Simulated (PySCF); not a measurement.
# One shape, several levels: C2H7AlO (SMILES C[CH2][AlH][OH])

Aim: a comparison of 5 runs (HF/STO-3G, HF/3-21G, PBE/6-31G*, B3LYP/6-31G*, PBE0/def2-SVP) of C2H7AlO. Input form: a Python script.

The results are computed with PySCF 2.14.0.

## Step 1: The molecule

C2H7AlO: 11 atoms, total charge 0, spin state singlet. As SMILES, `C[CH2][AlH][OH]`. The shape is that of a PBE0-D4/def2-TZVP optimisation. This is one conformer, not always the lowest.

Bond lengths: C1–C2 1.529 Å, C2–Al3 1.957 Å, Al3–O4 1.701 Å, C1–H5 1.094 Å, C1–H6 1.094 Å, C1–H7 1.094 Å, C2–H8 1.098 Å, C2–H9 1.098 Å, Al3–H10 1.582 Å, O4–H11 0.956 Å. Some angles: C1–C2–Al3 116.3°, C2–Al3–O4 121.1°, C1–C2–H8 110.2°, C1–C2–H9 110.2°, Al3–C2–H8 107.6°, Al3–C2–H9 107.6°, C2–C1–H5 111.7°, C2–C1–H6 112.3°, C2–C1–H7 111.7°, C2–Al3–H10 123.9°.

## Step 2: Energy and forces at HF/STO-3G (run 1)

The input, run.py:

```python
# C[CH2][AlH][OH]
from pyscf import gto

mol = gto.Mole()
mol.atom = '''
C   -1.111600   0.829400   0.106400
C    0.175900   0.388000   0.802000
Al   1.254500  -0.947900  -0.137800
O    0.762600  -1.576800  -1.639300
H   -1.791000  -0.011900  -0.058700
H   -1.662600   1.575000   0.687600
H   -0.910600   1.273300  -0.872900
H   -0.049300  -0.010000   1.800700
H    0.818800   1.256800   0.997900
H    2.622300  -1.522700   0.412400
H   -0.043800  -1.310100  -2.077800
'''
mol.verbose = 4
mol.basis = 'sto-3g'
mol.charge = 0
mol.max_memory = 1860
mol.build()

hf = mol.RHF()
hf.conv_tol = 1e-10
hf.kernel()
if not hf.converged:
    hf = hf.newton().run(hf.mo_coeff, hf.mo_occ)

e_final = hf.e_tot
print('Final energy', e_final)
grad = hf.nuc_grad_method().kernel()
hf.analyze()
```

Command:

```console
$ OMP_NUM_THREADS=1 python run.py
```

The log of the run:

```text
PySCF version 2.14.0

[... 78 lines left out ...]
Nuclear Repulsion Energy =             154.697806207214143
[... 6 lines left out ...]
MO #1   energy= -57.8008362724949  occ= 2
[... 4 lines left out ...]
MO #6   energy= -2.95690033916647  occ= 2
[... 4 lines left out ...]
MO #11  energy= -0.781320968960765 occ= 2
[... 4 lines left out ...]
MO #16  energy= -0.440177747125839 occ= 2
[... 4 lines left out ...]
MO #21  energy= 0.352033892584526  occ= 0
[... 4 lines left out ...]
MO #26  energy= 0.70105771419975   occ= 0
[... 4 lines left out ...]
MO #31  energy= 0.839567646357975  occ= 0
[... 45 lines left out ...]
Dipole moment(X, Y, Z, Debye): -0.53607,  0.61846,  0.40513
```

Wall time 3.9 s (1 thread of Intel Xeon at 2.50GHz (Skylake/Cascade Lake), shared host); peak memory 0.12 GiB.

## Step 3: Energy and forces at HF/3-21G (run 2)

The input, input.py:

```python
import pyscf.grad
from pyscf import gto, scf

molecule = gto.M(
    atom=[
    ('C', (-1.111600, 0.829400, 0.106400)),
    ('C', (0.175900, 0.388000, 0.802000)),
    ('Al', (1.254500, -0.947900, -0.137800)),
    ('O', (0.762600, -1.576800, -1.639300)),
    ('H', (-1.791000, -0.011900, -0.058700)),
    ('H', (-1.662600, 1.575000, 0.687600)),
    ('H', (-0.910600, 1.273300, -0.872900)),
    ('H', (-0.049300, -0.010000, 1.800700)),
    ('H', (0.818800, 1.256800, 0.997900)),
    ('H', (2.622300, -1.522700, 0.412400)),
    ('H', (-0.043800, -1.310100, -2.077800)),
],
    max_memory=1860,
    basis='3-21g',
    verbose=4,
)

mf = scf.RHF(molecule)
mf.conv_tol = 1e-10
mf.kernel()
if not mf.converged:
    mf = mf.newton().run(mf.mo_coeff, mf.mo_occ)

etot = mf.e_tot
print('Final energy', etot)
grad = mf.Gradients().kernel()
dip = mf.dip_moment()
pop, q = mf.mulliken_pop()
```

Command:

```console
$ OMP_NUM_THREADS=1 python input.py
```

The log of the run:

```text
PySCF version 2.14.0

[... 65 lines left out ...]
converged SCF energy = -394.462569747578
Final energy -394.4625697475783
[... 11 lines left out ...]
Dipole moment(X, Y, Z, Debye): -1.71339,  1.45418,  0.45955
[... 66 lines left out ...]
charge of   10H =      0.39429
```

Wall time 3.9 s (1 thread of Intel Xeon at 2.50GHz (Skylake/Cascade Lake), shared host); peak memory 0.12 GiB.

Runs 3 to 4 aren't shown in full; the table further down has their settings and results.

## Step 4: Energy and forces at PBE0/def2-SVP (run 5)

The input, job.py:

```python
# C[CH2][AlH][OH]
import pyscf.grad
from pyscf import gto, dft

mol = gto.M(
    atom='''
C   -1.111600   0.829400   0.106400
C    0.175900   0.388000   0.802000
Al   1.254500  -0.947900  -0.137800
O    0.762600  -1.576800  -1.639300
H   -1.791000  -0.011900  -0.058700
H   -1.662600   1.575000   0.687600
H   -0.910600   1.273300  -0.872900
H   -0.049300  -0.010000   1.800700
H    0.818800   1.256800   0.997900
H    2.622300  -1.522700   0.412400
H   -0.043800  -1.310100  -2.077800
''',
    basis='def2-svp',
    charge=0,
    max_memory=1860,
    verbose=3,
)

calc0 = dft.RKS(mol)
calc0.xc = 'pbe0'
calc0.grids.level = 5
calc0.conv_tol = 1e-10
calc0.kernel()
if not calc0.converged:
    calc0 = calc0.newton().run(calc0.mo_coeff, calc0.mo_occ)

e_tot = calc0.e_tot
print('Final energy', e_tot)
grad = calc0.Gradients().kernel()
calc0.analyze()
```

Command:

```console
$ OMP_NUM_THREADS=1 python job.py
```

The log of the run:

```text
converged SCF energy = -397.634302618355
[... 20 lines left out ...]
MO #11  energy= -0.621199231447988 occ= 2
[... 11 lines left out ...]
MO #23  energy= 0.0613790311824514 occ= 0
[... 11 lines left out ...]
MO #35  energy= 0.391434943417737  occ= 0
[... 11 lines left out ...]
MO #47  energy= 0.699971390549911  occ= 0
[... 11 lines left out ...]
MO #59  energy= 1.19594649810255   occ= 0
[... 11 lines left out ...]
MO #71  energy= 1.80995943666099   occ= 0
[... 11 lines left out ...]
MO #83  energy= 2.46306752291547   occ= 0
[... 11 lines left out ...]
MO #95  energy= 3.74559226432236   occ= 0
[... 12 lines left out ...]
Dipole moment(X, Y, Z, Debye): -1.52039,  1.17389,  0.22541
```

It took 72 s on 1 thread of Intel Xeon at 2.50GHz (Skylake/Cascade Lake), shared host; peak memory 0.97 GiB.

## Step 5: The series

```
run                               level  integration grid  Cartesian functions  energy (Eh)  dipole moment (D)  HOMO energy (eV)  LUMO energy (eV)  wall time
  1                           HF/STO-3G                 –                   no  -391.783113               0.91             -8.08              9.58      3.9 s
  2                            HF/3-21G                 –                   no  -394.462570               2.29            -10.45              2.45      3.9 s
  3    PBE/6-31G* (spherical functions)                 5                   no  -397.751801               2.01             -6.00             -1.02       67 s
  4  B3LYP/6-31G* (Cartesian functions)                 5                  yes  -398.126520               1.99             -7.11             -0.47       43 s
  5                       PBE0/def2-SVP                 5                   no  -397.634303               1.93             -7.45             -0.27       72 s
```

## Step 6: What came out

```
                       quantity          value
            run 5: total energy  -397.63430 Eh
           run 5: dipole moment         1.93 D
             run 5: HOMO energy       -7.45 eV
             run 5: LUMO energy       -0.27 eV
           run 5: HOMO–LUMO gap        7.18 eV
run 5: largest force on an atom     0.301 eV/Å
```

**Reading.** The dipole moment (its size) runs from 0.91 D (HF/STO-3G) to 2.29 D (HF/3-21G). The HOMO–LUMO gap runs from 4.99 eV (PBE/6-31G*) to 17.66 eV (HF/STO-3G). The two ends differ in method and basis. Totals of different functionals can't be ranked against each other. In run 1 the basis is minimal, so the values are rough. All runs together took 3.2 min, the longest 72 s.
